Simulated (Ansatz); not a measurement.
The system is Ge2Sb2Te5.

```
Te Sb Ge
1.0
     4.29406    0.00000    0.00000
    -2.14703    3.71877    0.00000
     0.00000    0.00000   17.10135
Te Sb Ge
5 2 2
Cartesian
  2.1470 1.2396 7.1807
  0.0000 2.4792 9.9206
  0.0000 2.4792 3.4466
  2.1470 1.2396 13.6547
  0.0000 0.0000 0.0000
  0.0000 0.0000 5.4736
  0.0000 0.0000 11.6278
  2.1470 1.2396 1.7596
  0.0000 2.4792 15.3417
```

The cell comes from a database or a generator and needn't be the stable form of this composition.

Base run:

```yaml
Program: Ansatz 0.2.0
Functional: PBE0
Potentials_or_basis: Ansatz PAW
Cutoff: 420 eV
Density_cutoff: 1680 eV
k_mesh: 6 × 6 × 2
Occupations: fermi-dirac, width 0.05 eV
Spin: no spin polarisation
```

Its results: band gap on the k mesh 0.96 eV, direct; largest force 0.459 eV/Å.

Task: After a change of settings the same cell gave: band gap on the k mesh 0.48 eV, direct; largest force 0.399 eV/Å. Which change was it?
A. functional from PBE0 to HSE06
B. functional from PBE0 to PBE; k mesh from 6 × 6 × 2 to 7 × 7 × 2
C. functional from PBE0 to PBEsol; k mesh from 6 × 6 × 2 to 7 × 7 × 2
D. functional from PBE0 to LDA; k mesh from 6 × 6 × 2 to 7 × 7 × 2

Result: A.

Caveats: spin-orbit coupling is left out, which moves the levels of the heavy elements; the PAW data sets come from PBE, with cores solved anew for the run's functional, which leaves a small shift of forces and pressure.

Not every run made on this cell is shown here.
